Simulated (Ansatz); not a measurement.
# K2H3: the cost of one run

Computed with Ansatz 0.2.0 (DFT PBE, scalar-relativistic, plane waves, PAW, unless a step's input says otherwise).

## (1) Starting point

Symmetry: P4/mbm, No. 127, tetragonal system. Conventional cell: a = 7.186 Å, b = 7.186 Å, c = 3.794 Å, α = 90.00°, β = 90.00°, γ = 90.00°. Around K (site symmetry m2m) lie 1 K at 2.38 Å and 8 H at 2.82 to 2.88 Å. H (site symmetry 4/m) is surrounded by 4 K at 2.88 Å. H (site symmetry m2m) is surrounded by 6 K at 2.82 to 2.87 Å.

As a file:

```cif
data_structure
_symmetry_space_group_name_H-M 'P4/mbm'
_symmetry_Int_Tables_number 127
_cell_length_a 7.1858
_cell_length_b 7.1858
_cell_length_c 3.7941
_cell_angle_alpha 90.000
_cell_angle_beta 90.000
_cell_angle_gamma 90.000
_cell_volume 195.91
loop_
_atom_site_label
_atom_site_type_symbol
_atom_site_symmetry_multiplicity
_atom_site_Wyckoff_symbol
_atom_site_fract_x
_atom_site_fract_y
_atom_site_fract_z
_atom_site_occupancy
K1 K 4 g 0.38270 0.88270 0.00000 1
H1 H 2 a 0.00000 0.00000 0.00000 1
H2 H 4 h 0.17680 0.67680 0.50000 1
```

This is candidate A: Th3Ga2 type (P4/mbm, No. 127).

(A quick probe on a coarse mesh, which set the mesh and smearing, is not shown.)

## (3) Coarse relaxation (candidate A)

The input, input.yaml:

```yaml
crystal:
  lattice:
    - [7.1857800616, 0.0, 0.0]
    - [0.0, 7.1857800616, 0.0]
    - [0.0, 0.0, 3.7940918725]
  atoms:
    - { symbol: K, position: [0.3827, 0.8827, 0.0] }
    - { symbol: K, position: [0.1173, 0.3827, 0.0] }
    - { symbol: K, position: [0.6173, 0.1173, 0.0] }
    - { symbol: K, position: [0.8827, 0.6173, 0.0] }
    - { symbol: H, position: [0.0, 0.0, 0.0] }
    - { symbol: H, position: [0.5, 0.5, 0.0] }
    - { symbol: H, position: [0.1768, 0.6768, 0.5] }
    - { symbol: H, position: [0.3232, 0.1768, 0.5] }
    - { symbol: H, position: [0.8232, 0.3232, 0.5] }
    - { symbol: H, position: [0.6768, 0.8232, 0.5] }
basis:
  ecutwfc: 420
kpoints:
  mp_grid: { grid: [4, 4, 4] }
hamiltonian:
  xc: pbe
scf:
  occupations: { method: gaussian, width: 0.1 }
  lower_state_search: "off"
output:
  forces: true
  stress: true
  eigenvalues: true
relax:
  adjacent_minimum: "off"
  f_tol: 0.04
  max_steps: 70
  cell: { stress_tol: 0.4 }
```

Command:

```bash
ansatz run input.yaml --threads 1 --pin off --max-ram 2560MiB --backend cpu --events-out ev --progress --plain --runs-dir out
```

Q: Estimate wall time and peak memory on 1 thread of Intel Xeon at 2.60GHz (Ice Lake), shared host.

About 84 s, with a peak of 0.49 GiB.
